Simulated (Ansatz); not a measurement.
# MnCuAs: the cost of one run

Program: Ansatz 0.2.0. Level of theory: DFT PBE+U, scalar-relativistic, plane waves, PAW. These are calculated values, not measurements.

## 1. The system as given

It takes space group P4/nmm (No. 129, tetragonal). The conventional cell has a = 3.699 Å, b = 3.699 Å, c = 6.408 Å, α = 90.00°, β = 90.00°, γ = 90.00°. Mn (site symmetry 4mm) is surrounded by 5 As at 2.49 to 2.64 Å and 4 Cu at 2.84 Å. Cu (site symmetry -4m2) has 4 As at 2.56 Å and 4 Cu at 2.62 Å and 4 Mn at 2.84 Å as nearest neighbours. As (site symmetry 4mm) has 5 Mn at 2.49 to 2.64 Å and 4 Cu at 2.56 Å as nearest neighbours.

Coordinates:

```xyz
6
Lattice="3.6995 0.0000 0.0000 0.0000 3.6995 0.0000 0.0000 0.0000 6.4084" Properties=species:S:1:pos:R:3 pbc="T T T"
Mn    0.0000    1.8497    1.0511
Mn    1.8497    0.0000    5.3573
Cu    0.0000    0.0000    3.2042
Cu    1.8497    1.8497    3.2042
As    0.0000    1.8497    4.9745
As    1.8497    0.0000    1.4339
```

The structure rests on an entry of the Materials Project (structure only); cell or positions may have been set otherwise for this series.

## 2. Relaxing cell and atoms: MnCuAs, moments ++

Input file input.yaml:

```yaml
crystal:
  lattice:
    - [3.699491, 0.0, 0.0]
    - [0.0, 3.699491, 0.0]
    - [0.0, 0.0, 6.408422]
  atoms:
    - { symbol: Mn, position: [0.0, 0.5, 0.16402], spin: 4.0 }
    - { symbol: Mn, position: [0.5, 0.0, 0.83598], spin: 4.0 }
    - { symbol: Cu, position: [0.0, 0.0, 0.5] }
    - { symbol: Cu, position: [0.5, 0.5, 0.5] }
    - { symbol: As, position: [0.0, 0.5, 0.776246] }
    - { symbol: As, position: [0.5, 0.0, 0.223754] }
magnetization:
  spin_polarized: true
scf:
  occupations: { method: gaussian, width: 0.05 }
output:
  forces: true
  stress: true
  eigenvalues: true
  populations: true
hamiltonian:
  xc: pbe
  hubbard: { sites: [{ species: Mn, l: d, u_eff: 2.0 }] }
kpoints:
  mp_grid: { grid: [11, 11, 7] }
relax:
  f_tol: 0.01
  max_steps: 60
  cell: { stress_tol: 0.1 }
```

Launch:

```bash
$ ansatz run input.yaml --threads 4 --pin off --max-ram 8192MiB --backend cpu --events-out ev --progress --plain --runs-dir out
```

Q: Estimate wall time and peak memory on 4 threads of Arm Neoverse N1, shared host.

About 7.6 min, with a peak of 1.3 GiB.
